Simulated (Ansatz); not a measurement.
# Si2Te: the cost of one run

Method: DFT PBE, scalar-relativistic, plane waves, PAW, in Ansatz 0.2.0.

## 1. The structure to begin with

The structure is hexagonal, space group P6/mmm (No. 191). The conventional cell has a = 4.707 Å, b = 4.707 Å, c = 3.328 Å, α = 90.00°, β = 90.00°, γ = 120.00°. Around Si (site symmetry -6m2) lie 3 Si at 2.72 Å. Te (site symmetry 6/mmm) is surrounded by 12 Si at 3.19 Å and 2 Te at 3.33 Å.

Coordinates:

```cif
data_structure
_symmetry_space_group_name_H-M 'P6/mmm'
_symmetry_Int_Tables_number 191
_cell_length_a 4.7068
_cell_length_b 4.7068
_cell_length_c 3.3281
_cell_angle_alpha 90.000
_cell_angle_beta 90.000
_cell_angle_gamma 120.000
_cell_volume 63.85
loop_
_atom_site_label
_atom_site_type_symbol
_atom_site_symmetry_multiplicity
_atom_site_Wyckoff_symbol
_atom_site_fract_x
_atom_site_fract_y
_atom_site_fract_z
_atom_site_occupancy
Si1 Si 2 d 0.33333 0.66667 0.50000 1
Te1 Te 1 a 0.00000 0.00000 0.00000 1
```

The cell is invented: species swapped into a database cell of DyCd2 (P6/mmm, No. 191), with Te on the Dy sites and Si on the Cd sites. Its size is a rough estimate.

## 2. The guess as it stands, on a coarse mesh

Input file input.yaml:

```yaml
crystal:
  lattice:
    - [4.70680749, 0.0, 0.0]
    - [-2.35340374, 4.07621486, 0.0]
    - [0.0, 0.0, 3.32805451]
  atoms:
    - { symbol: Si, position: [0.33333333, 0.66666667, 0.5] }
    - { symbol: Si, position: [0.66666667, 0.33333333, 0.5] }
    - { symbol: Te, position: [0.0, 0.0, 0.0] }
basis:
  ecutwfc: 420
kpoints:
  mp_grid: { grid: [6, 6, 6] }
hamiltonian:
  xc: pbe
scf:
  occupations: { method: gaussian, width: 0.1 }
  lower_state_search: "off"
output:
  forces: true
  stress: true
  eigenvalues: true
```

Run with:

```console
ansatz run input.yaml --threads 1 --pin off --max-ram 2048MiB --backend cpu --events-out ev --progress --plain --runs-dir out
```

**Question.** How long does this run take on 1 thread of Intel Xeon Platinum 8259CL at 2.50GHz (Skylake/Cascade Lake), shared host, and how much memory does it need?

About 2 s, with a peak of 0.39 GiB.
